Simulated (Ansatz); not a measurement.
**C6H17NO3Zr: small, medium and large basis sets**

An exercise on one series of results from a longer session: the logs are not shown, and one member is left open.

The runs use Ansatz 0.2.0, Gaussian basis; one geometry, several basis sets.

Levels to be run: PBE0-D4/def2-SVP; ωB97M-V/def2-SVP; PBE0-D4/def2-QZVPP; ωB97M-V/def2-QZVPP; the functionals' def2-TZVPP values are taken from earlier runs.

### The relaxed structure

The geometry comes from an earlier relaxation with PBE0-D4 in a triple-zeta def2 set; it is a stationary point, not always the lowest conformer. Zr takes the def2 core potential; no spin-orbit term is included.

SMILES `C[O][Zr]([OH])([O]C(C)C)[N](C)C`, 28 atoms, charge 0, spin multiplicity 1.

Atoms are counted from 1 here; the program's logs count them from 0.

Bond lengths: C1–O2 1.386 Å, C1–H12 1.096 Å, C1–H13 1.096 Å, C1–H14 1.096 Å, O2–Zr3 1.930 Å, Zr3–O4 1.952 Å, Zr3–O5 1.930 Å, Zr3–N9 2.042 Å, O4–H15 0.952 Å, O5–C6 1.398 Å, C6–C7 1.518 Å, C6–C8 1.517 Å, C6–H16 1.100 Å, C7–H17 1.094 Å, C7–H18 1.092 Å, C7–H19 1.093 Å, C8–H20 1.092 Å, C8–H21 1.093 Å and more. Angles: O2–C1–H12 111.0°, O2–C1–H13 111.0°, O2–C1–H14 110.5°, H12–C1–H13 108.1°, H12–C1–H14 108.0°, H13–C1–H14 108.1°, C1–O2–Zr3 169.2°, O2–Zr3–O4 108.8°, O2–Zr3–O5 114.3°, O2–Zr3–N9 107.1°, O4–Zr3–O5 109.3°, O4–Zr3–N9 110.7°, O5–Zr3–N9 106.5°, Zr3–O4–H15 152.1°, Zr3–O5–C6 163.5°, O5–C6–C7 110.1°, O5–C6–C8 109.9°, O5–C6–H16 107.5° and more.

The first run:

in.yaml

```yaml
crystal:
  periodic: [false, false, false]
  atoms:
    - {symbol: C, position_ang: [-1.672375, -2.990955, -1.096758]}
    - {symbol: O, position_ang: [-0.743009, -1.997824, -0.832360]}
    - {symbol: Zr, position_ang: [0.339999, -0.407800, -0.676656]}
    - {symbol: O, position_ang: [0.738433, 0.260590, -2.466687]}
    - {symbol: O, position_ang: [-0.465303, 1.002668, 0.366435]}
    - {symbol: C, position_ang: [-1.313157, 2.017034, 0.819858]}
    - {symbol: C, position_ang: [-2.751015, 1.531501, 0.821614]}
    - {symbol: C, position_ang: [-1.130787, 3.261825, -0.028249]}
    - {symbol: N, position_ang: [2.055934, -0.941144, 0.293609]}
    - {symbol: C, position_ang: [2.808822, -0.068729, 1.158266]}
    - {symbol: C, position_ang: [2.661165, -2.241884, 0.160662]}
    - {symbol: H, position_ang: [-2.632790, -2.768556, -0.617402]}
    - {symbol: H, position_ang: [-1.843992, -3.090924, -2.174912]}
    - {symbol: H, position_ang: [-1.320793, -3.957280, -0.717127]}
    - {symbol: H, position_ang: [1.345981, 0.493823, -3.162089]}
    - {symbol: H, position_ang: [-1.023821, 2.251975, 1.854674]}
    - {symbol: H, position_ang: [-3.072784, 1.302041, -0.198490]}
    - {symbol: H, position_ang: [-2.847835, 0.626977, 1.425506]}
    - {symbol: H, position_ang: [-3.420427, 2.292910, 1.229385]}
    - {symbol: H, position_ang: [-0.088108, 3.585193, -0.012658]}
    - {symbol: H, position_ang: [-1.752572, 4.080699, 0.342035]}
    - {symbol: H, position_ang: [-1.409625, 3.055711, -1.065298]}
    - {symbol: H, position_ang: [2.313055, 0.900557, 1.259890]}
    - {symbol: H, position_ang: [2.914960, -0.492461, 2.168783]}
    - {symbol: H, position_ang: [3.824310, 0.113156, 0.774076]}
    - {symbol: H, position_ang: [2.057966, -2.890109, -0.482159]}
    - {symbol: H, position_ang: [2.758880, -2.745875, 1.134463]}
    - {symbol: H, position_ang: [3.668889, -2.183108, -0.278430]}
basis:
  gaussian: {orbitals: def2-SVP}
hamiltonian: {xc: pbe0, dispersion: d4}
output: {orbitals: {seedname: orbitals}}
```

Run with:

```sh
ansatz run in.yaml --threads 11 --pin off --events-out ev --progress --plain --max-ram 174080MiB --backend cpu
```

Among the steps run: PBE0-D4 in def2-SVP; ωB97M-V in def2-SVP; PBE0-D4 in def2-QZVPP; ωB97M-V in def2-QZVPP.

One of the session's tables, all rows but one given; the rest of the session is left out.

It belongs to the step «Density functionals: the series». 

```
functional       basis  HOMO (eV)  LUMO (eV)
   PBE0-D4    def2-SVP      -5.87       0.35
   PBE0-D4  def2-TZVPP      -5.98       0.09
   PBE0-D4  def2-QZVPP      -6.00      -0.03
   ωB97M-V    def2-SVP      -8.13       1.41
   ωB97M-V  def2-TZVPP          ?          ?
   ωB97M-V  def2-QZVPP      -8.26       0.71
```

Estimate the missing values for ωB97M-V, def2-TZVPP.

As computed: HOMO (eV): -8.24; LUMO (eV): 1.02. In the column «HOMO (eV)» it lies between ωB97M-V, def2-QZVPP (-8.26) and ωB97M-V, def2-SVP (-8.13).
